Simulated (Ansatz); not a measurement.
# ZrBiF6: the cost of one run

Method: DFT PBE, scalar-relativistic, plane waves, PAW, in Ansatz 0.2.0.

### Step 1. The starting structure

The structure is cubic, space group Fm-3m (No. 225). Conventional cell: a = 8.500 Å, b = 8.500 Å, c = 8.500 Å, α = 90.00°, β = 90.00°, γ = 90.00°. Zr (site symmetry m-3m) is surrounded by 6 F at 2.08 Å. Bi (site symmetry m-3m) has 6 F at 2.17 Å as nearest neighbours. F (site symmetry 4mm) has 1 Zr at 2.08 Å and 1 Bi at 2.17 Å as nearest neighbours.

Coordinates:

```
CELL_PARAMETERS angstrom
0.00000 4.25000 4.25000
4.25000 0.00000 4.25000
4.25000 4.25000 0.00000
ATOMIC_POSITIONS crystal
Zr 0.50000 0.50000 0.50000
Bi 0.00000 0.00000 0.00000
F 0.74486 0.25514 0.25514
F 0.25514 0.74486 0.25514
F 0.25514 0.25514 0.74486
F 0.25514 0.74486 0.74486
F 0.74486 0.25514 0.74486
F 0.74486 0.74486 0.25514
```

The cell is invented: perovskite family, tilts a0a0a0, rock order on B (Fm-3m, No. 225). The dimensions are guesses.

### Step 2. Probe: one point on a coarse mesh

input.yaml reads:

```yaml
crystal:
  lattice:
    - [0.0, 4.25, 4.25]
    - [4.25, 0.0, 4.25]
    - [4.25, 4.25, 0.0]
  atoms:
    - { symbol: Zr, position: [0.5, 0.5, 0.5] }
    - { symbol: Bi, position: [0.0, 0.0, 0.0] }
    - { symbol: F, position: [0.74485756, 0.25514244, 0.25514244] }
    - { symbol: F, position: [0.25514244, 0.74485756, 0.25514244] }
    - { symbol: F, position: [0.25514244, 0.25514244, 0.74485756] }
    - { symbol: F, position: [0.25514244, 0.74485756, 0.74485756] }
    - { symbol: F, position: [0.74485756, 0.25514244, 0.74485756] }
    - { symbol: F, position: [0.74485756, 0.74485756, 0.25514244] }
basis:
  ecutwfc: 420
kpoints:
  mp_grid: { grid: [4, 4, 4] }
hamiltonian:
  xc: pbe
scf:
  occupations: { method: gaussian, width: 0.1 }
  lower_state_search: "off"
output:
  forces: true
  stress: true
  eigenvalues: true
```

Started as:

```
$ ansatz run input.yaml --threads 1 --pin off --max-ram 2048MiB --backend cpu --events-out ev --progress --plain --runs-dir out
```

What time and memory should one allow on 1 thread of Arm Neoverse V1, shared host?

About 4.3 s, with a peak of 0.43 GiB.
